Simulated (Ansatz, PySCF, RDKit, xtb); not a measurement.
# AlPH3F3: ranking a sample of isomers

A sample of isomers of AlPH3F3 is drawn. Aim: find which of them has the lowest free energy at 298.15 K, then its properties. The sample is small against all isomers, and the most stable one of this formula need not be in it.

The funnel: GFN2-xTB relaxations, single points with a density functional, relaxations at PBE0-D4/def2-SVP, harmonic vibrations, and a last energy at a higher level. All values are calculated.

## (1) Candidates

Isomers were drawn by moving bonds and hydrogen atoms under normal valences; this is a sample, not all of them. O–O, O–halogen and N–halogen bonds and N–N–N chains are not drawn. That gives 5 candidates.

```
label                     SMILES     spin
 c010  [F][Al-]([F])([F])[P@H3+]  singlet
 c094   [F][Al-]([F])([F])[PH3+]  singlet
 c111        [F][AlH2-][PH+](F)F  singlet
 c561     F[P@H2+][AlH-]([F])[F]  singlet
 c949         F[P+](F)(F)[AlH3-]  singlet
```

Candidates are built by distance geometry, with a force field where one applies, in up to four conformers (letters a to d).

Q: Predict the outcome of this search (final energies at CCSD(T)/def2-SVP + MP2/def2-TZVPP - MP2/def2-SVP).

| quantity | value |
| --- | --- |
| lowest structure found | [F][Al-]([F])([F])[PH3+], singlet, C3v |
| next finalist | F[P@H2+][AlH-]([F])[F], singlet, 47.3 kcal/mol higher in G |
| share at equilibrium, among the finalists | 100.0 % |
| harmonic wavenumbers, lowest and highest (PBE0-D4/def2-SVP) | 66 and 2519 cm⁻¹ |
| rotational constants, same geometry | 0.1063, 0.06447, 0.06446 cm⁻¹ |
| dipole moment (PBE0/def2-TZVPD) | 5.71 D |
| HOMO energy (PBE0/def2-TZVPD) | -9.91 eV |
| LUMO energy (PBE0/def2-TZVPD) | -0.82 eV |
| HOMO–LUMO gap (PBE0/def2-TZVPD) | 9.09 eV |
| lowest excitation (TD-PBE0/def2-SVPD) | 8.00 eV (f = 0.044) |
| lowest triplet excitation, same level, Tamm-Dancoff | 6.83 eV |
| vertical ionisation energy | 12.04 eV |
| vertical electron affinity | -0.46 eV (unbound: the value depends on the basis) |
| vertical triplet less singlet | +6.65 eV |

The lowest structure found is `[F][Al-]([F])([F])[PH3+]`. Among the finalists first place is clear (47.3 kcal/mol); structures outside the list aren't covered. GFN2-xTB, HF/STO-3G, r2SCAN-D4/def2-SVP, PBE0-D4/def2-SVP, HF/def2-SVP and MP2/def2-SVP already put its bonding pattern lowest among the structures in one piece. Lowest found is not proven lowest: the search is finite, and each finalist counts with one conformer. Only 5 drawn patterns were tried, so whole families of isomers are missing, and the result ranks this sample alone. The lowest isomer need not be the one that is made and kept in a bottle, which depends on barriers.
